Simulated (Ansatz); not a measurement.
# C4H8OSi: how energies converge with the basis set

How large a basis does C4H8OSi need? Two functionals are run in growing sets.

Method: one geometry, several basis sets; program: Ansatz 0.2.0, Gaussian basis.

Plan: PBE0-D4/def2-SVP; ωB97M-V/def2-SVP; PBE0-D4/def2-QZVPP; ωB97M-V/def2-QZVPP; the functionals' def2-TZVPP values are taken from earlier runs.

## 1. The relaxed structure

The geometry comes from an earlier relaxation with PBE0-D4 in a triple-zeta def2 set; it is a stationary point, not always the lowest conformer.

14 atoms, charge 0, spin multiplicity 1.

Atoms are counted from 1 here; the program's logs count them from 0.

Bond lengths: C1–C2 1.207 Å, C1–H7 1.066 Å, C2–Si3 1.835 Å, Si3–C4 1.850 Å, Si3–O5 1.639 Å, Si3–H8 1.489 Å, C4–H9 1.092 Å, C4–H10 1.092 Å, C4–H11 1.092 Å, O5–C6 1.409 Å, C6–H12 1.091 Å, C6–H13 1.095 Å, C6–H14 1.096 Å. Angles: C2–C1–H7 179.8°, C1–C2–Si3 179.7°, C2–Si3–C4 110.8°, C2–Si3–O5 109.6°, C2–Si3–H8 106.4°, C4–Si3–O5 107.8°, C4–Si3–H8 112.2°, O5–Si3–H8 110.1°, Si3–C4–H9 110.5°, Si3–C4–H10 110.5°, Si3–C4–H11 110.4°, H9–C4–H10 108.6°, H9–C4–H11 108.5°, H10–C4–H11 108.4°, Si3–O5–C6 123.2°, O5–C6–H12 108.2°, O5–C6–H13 111.3°, O5–C6–H14 111.5° and more.

## 2. PBE0-D4 in def2-SVP

in.yaml reads:

```yaml
crystal:
  periodic: [false, false, false]
  atoms:
    - {symbol: C, position_ang: [-1.879797, 1.138196, 1.708778]}
    - {symbol: C, position_ang: [-1.217107, 0.450215, 0.971093]}
    - {symbol: Si, position_ang: [-0.205562, -0.588176, -0.154159]}
    - {symbol: C, position_ang: [0.509295, -2.033701, 0.752618]}
    - {symbol: O, position_ang: [1.040495, 0.296492, -0.747937]}
    - {symbol: C, position_ang: [0.863046, 1.498736, -1.460261]}
    - {symbol: H, position_ang: [-2.465800, 1.743658, 2.361978]}
    - {symbol: H, position_ang: [-1.107212, -1.009871, -1.261223]}
    - {symbol: H, position_ang: [1.110967, -2.647887, 0.078997]}
    - {symbol: H, position_ang: [1.144323, -1.693831, 1.573261]}
    - {symbol: H, position_ang: [-0.287694, -2.654741, 1.168122]}
    - {symbol: H, position_ang: [1.846181, 1.868763, -1.755547]}
    - {symbol: H, position_ang: [0.372794, 2.258535, -0.842118]}
    - {symbol: H, position_ang: [0.263270, 1.344210, -2.364800]}
basis:
  gaussian: {orbitals: def2-SVP}
hamiltonian: {xc: pbe0, dispersion: d4}
output: {orbitals: {seedname: orbitals}}
```

The runs that follow: ωB97M-V in def2-SVP; PBE0-D4 in def2-QZVPP; ωB97M-V in def2-QZVPP.

Q: Predict the results of all the runs planned. Wanted: PBE0-D4: double and triple zeta above quadruple; ωB97M-V: double and triple zeta above quadruple.

**Answer**, as computed:

| quantity | value |
| --- | --- |
| PBE0-D4: double and triple zeta above quadruple | 10.81, 0.63 eV |
| ωB97M-V: double and triple zeta above quadruple | 11.10, 0.59 eV |

For PBE0-D4 the step from double to triple zeta gains 10.18 eV and the next only 0.63 eV. Total energies overstate the basis error of differences, where much of it tends to cancel. The LUMO of ωB97M-V is positive and keeps falling with the basis (2.25 to 1.69 eV): an unbound level that the basis holds in place.
